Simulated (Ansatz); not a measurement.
# AsBF₃H₃: up Jacob's ladder to CCSD(T)

Aim: compute AsBF₃H₃ with functionals from several rungs and with coupled cluster. The yardstick is the atomisation energy at the CCSD(T) limit.

Method: functionals in def2-TZVPP, the program's frozen cores in correlated methods; program: Ansatz 0.2.0, Gaussian basis.

Levels to be run: LDA (SPW92), PBE-D4, revPBE-D4, BLYP-D4, r2SCAN-D4, B97M-V, PBE0-D4, B3LYP-D4, r2SCANh-D4, r2SCAN0-D4, HSE06-D4, BHLYP-D4, CAM-B3LYP-D4, LC-ωPBE, ωB97X-V, ωB97M-V, B2PLYP, PBE-QIDH; CCSD(T)/def2-SVP; CCSD(T)/def2-TZVPP; MP2/def2-QZVPP; extrapolation to the limit; RPA on PBE.

### Step 1. The relaxed structure

An earlier PBE0-D4 in a triple-zeta def2 set relaxation fixed the geometry.

8 atoms, charge 0, spin multiplicity 1.

Atoms are counted from 1 here; the program's logs count them from 0.

Bond lengths: F1–B2 1.315 Å, B2–F3 1.315 Å, B2–F4 1.315 Å, As5–H6 1.517 Å, As5–H7 1.517 Å, As5–H8 1.517 Å. Angles: F1–B2–F3 119.8°, F1–B2–F4 119.8°, F3–B2–F4 119.9°, H6–As5–H7 93.6°, H6–As5–H8 93.6°, H7–As5–H8 93.6°.

As a file:

```xyz
8
charge 0, multiplicity 1
F     0.5520   -1.5492    1.6216
B     1.0655   -1.4658    0.4138
F     0.5576   -2.1832   -0.5644
F     2.1747   -0.7865    0.2196
As   -0.7135    0.9967   -0.2993
H    -0.6393    2.3041    0.4662
H    -0.6755    1.6776   -1.6541
H    -2.2291    0.9492   -0.2593
```

### Step 2. LDA

This LDA is Slater exchange with PW92 correlation.

The input, in.yaml:

```yaml
crystal:
  periodic: [false, false, false]
  atoms:
    - {symbol: F, position_ang: [0.551969, -1.549248, 1.621633]}
    - {symbol: B, position_ang: [1.065479, -1.465777, 0.413780]}
    - {symbol: F, position_ang: [0.557575, -2.183180, -0.564395]}
    - {symbol: F, position_ang: [2.174677, -0.786451, 0.219648]}
    - {symbol: As, position_ang: [-0.713535, 0.996670, -0.299254]}
    - {symbol: H, position_ang: [-0.639297, 2.304094, 0.466227]}
    - {symbol: H, position_ang: [-0.675549, 1.677648, -1.654125]}
    - {symbol: H, position_ang: [-2.229119, 0.949244, -0.259316]}
basis:
  gaussian: {orbitals: def2-TZVPP}
hamiltonian: {xc: lda}
output: {orbitals: {seedname: orbitals}}
```

Further steps of the session: PBE-D4 (GGA); revPBE-D4 (GGA); BLYP-D4 (GGA); r2SCAN-D4 (meta-GGA); B97M-V (meta-GGA); PBE0-D4 (hybrid); B3LYP-D4 (hybrid); r2SCANh-D4 (hybrid); r2SCAN0-D4 (hybrid); HSE06-D4 (hybrid); BHLYP-D4 (hybrid); CAM-B3LYP-D4 (range-separated); LC-ωPBE-D4 (range-separated); ωB97X-V (range-separated); ωB97M-V (range-separated); B2PLYP (double hybrid); PBE-QIDH (double hybrid); CCSD(T) in def2-SVP; CCSD(T) in def2-TZVPP; MP2 in def2-QZVPP; RPA on PBE orbitals.

**Question.** What will the summary of the whole plan be? Wanted: atomisation energy, CCSD(T)/CBS; farthest beyond LDA; mean size of error, GGA; mean size of error, meta-GGA; mean size of error, hybrid; mean size of error, range-separated; mean size of error, double hybrid; gap, smallest and largest; T1 diagnostic.

As calculated:

| quantity | value |
| --- | --- |
| atomisation energy, CCSD(T)/CBS | 2898.4 kJ/mol |
| functionals within 29.0 kJ/mol (1.0 %) | BLYP-D4, r2SCAN-D4, B97M-V, PBE0-D4, B3LYP-D4, r2SCANh-D4, HSE06-D4, LC-ωPBE, ωB97X-V, ωB97M-V, B2PLYP |
| farthest beyond LDA | BHLYP-D4 (-101.2 kJ/mol) |
| mean size of error, GGA | 37.8 kJ/mol |
| mean size of error, meta-GGA | 19.4 kJ/mol |
| mean size of error, hybrid | 37.4 kJ/mol |
| mean size of error, range-separated | 17.4 kJ/mol |
| mean size of error, double hybrid | 30.3 kJ/mol |
| gap, smallest and largest | 6.51 eV (LDA (SPW92)), 13.34 eV (LC-ωPBE) |
| T1 diagnostic | 0.0118 |
| triples share of the correlation energy | 2.9 % |

**Reading.** LDA overbinds by 469.3 kJ/mol (16 %). PBE-D4 misses by +52.7 kJ/mol. Double hybrids carry the basis error of their MP2 part in triple zeta, and no dispersion term here, so their miss is partly the set-up's. The rungs range-separated, meta-GGA miss on average by less than the doubt on the reference (29.0 kJ/mol), so they tie. Misses under about 29.0 kJ/mol are within the doubt on the reference itself, which lacks core-valence correlation, relativity and higher excitations, and its outer-core shells are covered unevenly. Hartree-Fock recovers 74 % of the binding; the rest is correlation. CCSD(T) in def2-SVP is off by -147.0 kJ/mol, more than most functionals: a good method in a small basis is no reference. The gap grows from 6.5 to 13.3 eV across the functionals, mostly with the share of exact exchange. Correlated methods include outer-core shells of As, which these sets cover unevenly.
